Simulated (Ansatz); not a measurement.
**AlH₄NOS: small, medium and large basis sets**

The task here is to estimate one member of a computed series from the others.

Program: Ansatz 0.2.0, Gaussian basis. Level of theory: one geometry, several basis sets. These are calculated values, not measurements.

Levels to be run: PBE0-D4/def2-SVP; ωB97M-V/def2-SVP; PBE0-D4/def2-QZVPP; ωB97M-V/def2-QZVPP; CCSD(T)/cc-pV(D+d)Z; CCSD(T)/cc-pV(T+d)Z; CCSD(T)/cc-pV(Q+d)Z; the functionals' def2-TZVPP values are taken from earlier runs.

## The relaxed structure

The geometry comes from an earlier relaxation with PBE0-D4 in a triple-zeta def2 set; it is a stationary point, not always the lowest conformer.

SMILES `[NH2][Al]([OH])[SH]`, 8 atoms, charge 0, spin multiplicity 1.

Atoms are counted from 1 here; the program's logs count them from 0.

Bond lengths: N1–Al2 1.761 Å, N1–H5 1.006 Å, N1–H6 1.007 Å, Al2–O3 1.693 Å, Al2–S4 2.178 Å, O3–H7 0.955 Å, S4–H8 1.345 Å. Angles: Al2–N1–H5 125.7°, Al2–N1–H6 124.1°, H5–N1–H6 110.2°, N1–Al2–O3 123.7°, N1–Al2–S4 119.4°, O3–Al2–S4 116.9°, Al2–O3–H7 125.1°, Al2–S4–H8 91.5°.

Coordinates:

```mol
AlH4NOS
  3D, bonds by distance, orders not assigned

  8  7  0  0  0  0  0  0  0  0999 V2000
   -0.4489    1.4811    0.1517 N   0  0
   -0.0017   -0.2126   -0.0289 Al  0  0
    1.5984   -0.7631   -0.0740 O   0  0
   -1.5660   -1.7171   -0.2104 S   0  0
    0.1928    2.2508    0.2418 H   0  0
   -1.3985    1.8142    0.1794 H   0  0
    2.3723   -0.2084   -0.0053 H   0  0
   -0.6561   -2.7019   -0.3100 H   0  0
  1  2  8  0
  2  3  8  0
  2  4  8  0
  1  5  8  0
  1  6  8  0
  3  7  8  0
  4  8  8  0
M  END
```

Set-up of the first run:

File in.yaml:

```yaml
crystal:
  periodic: [false, false, false]
  atoms:
    - {symbol: N, position_ang: [-0.448889, 1.481067, 0.151732]}
    - {symbol: Al, position_ang: [-0.001721, -0.212615, -0.028926]}
    - {symbol: O, position_ang: [1.598420, -0.763069, -0.074013]}
    - {symbol: S, position_ang: [-1.566045, -1.717127, -0.210437]}
    - {symbol: H, position_ang: [0.192773, 2.250817, 0.241770]}
    - {symbol: H, position_ang: [-1.398500, 1.814172, 0.179412]}
    - {symbol: H, position_ang: [2.372266, -0.208428, -0.005295]}
    - {symbol: H, position_ang: [-0.656106, -2.701917, -0.310044]}
basis:
  gaussian: {orbitals: def2-SVP}
hamiltonian: {xc: pbe0, dispersion: d4}
output: {orbitals: {seedname: orbitals}}
```

The run is started by

```
$ ansatz run in.yaml --threads 2 --pin off --events-out ev --progress --plain --max-ram 32768MiB --backend cpu
```

Among the steps run: PBE0-D4 in def2-SVP; ωB97M-V in def2-SVP; PBE0-D4 in def2-QZVPP; ωB97M-V in def2-QZVPP.

One table of the session follows, with a row left open; its other results are not shown here.

It belongs to the step «Functionals by basis». 

```
functional       basis  HOMO (eV)  LUMO (eV)
   PBE0-D4    def2-SVP      -7.01       0.09
   PBE0-D4  def2-TZVPP          ?          ?
   PBE0-D4  def2-QZVPP      -7.34      -0.52
   ωB97M-V    def2-SVP      -9.21       1.68
   ωB97M-V  def2-TZVPP      -9.51       1.29
   ωB97M-V  def2-QZVPP      -9.57       0.77
```

Estimate the missing values for PBE0-D4, def2-TZVPP.

As computed: HOMO (eV): -7.28; LUMO (eV): -0.23. In the column «HOMO (eV)» it lies between PBE0-D4, def2-QZVPP (-7.34) and PBE0-D4, def2-SVP (-7.01).
